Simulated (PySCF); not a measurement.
# C4H5BO2: the cost of one run

The runs use PySCF 2.14.0, with density-fitted response routines of our own; the level of theory stands in each step. All values are computed, except where a source is named. Atoms count from 0, in the outputs and in this text.

## Step 1: Starting geometry

12 atoms, charge 0, multiplicity 1; geometry from: GFN2-xTB. The atoms were then displaced at random by about 0.01 Å, so the start is not that level's minimum.

Bonds of the start (Å): C0–C1 1.24, C1–C2 1.42, C2–C3 1.29, C3–B4 1.60, B4–O5 1.35, B4–O6 1.36, C0–H7 1.02, C2–H8 1.10, C3–H9 1.09, O5–H10 0.97, O6–H11 0.96.

## Step 2: Optimising the geometry at PBE0-D3(BJ)/def2-SVP

What the job is given:

```
{"job": {"xc": "PBE0", "basis": "def2-SVP", "d3": "d3bj", "grid": 1, "shake": 0.01, "kind": "geom"}, "charge": 0, "multiplicity": 1}
C      2.331130    -0.548270     1.262840
C      1.573290     0.272680     0.734270
C      0.736910     1.245950     0.119290
C     -0.445950     1.021130    -0.336520
B     -1.258900    -0.357490    -0.301990
O     -2.505820    -0.362810    -0.820110
O     -0.751580    -1.505190     0.233600
H      2.961290    -1.216570     1.710640
H      1.212360     2.235310     0.075550
H     -1.004500     1.852130    -0.769190
H     -2.938630    -1.225870    -0.755830
H      0.130090    -1.439280     0.603150
```

The run is started by

```
$ OMP_NUM_THREADS=1 python probes_run.py task.json out
```

The driver reads the jobs from task.json and runs them one after another.

Q: Estimate the wall time and peak memory of this first job on 1 thread of Arm Neoverse N1, shared host.

About 79 s, with a peak of 0.51 GiB.
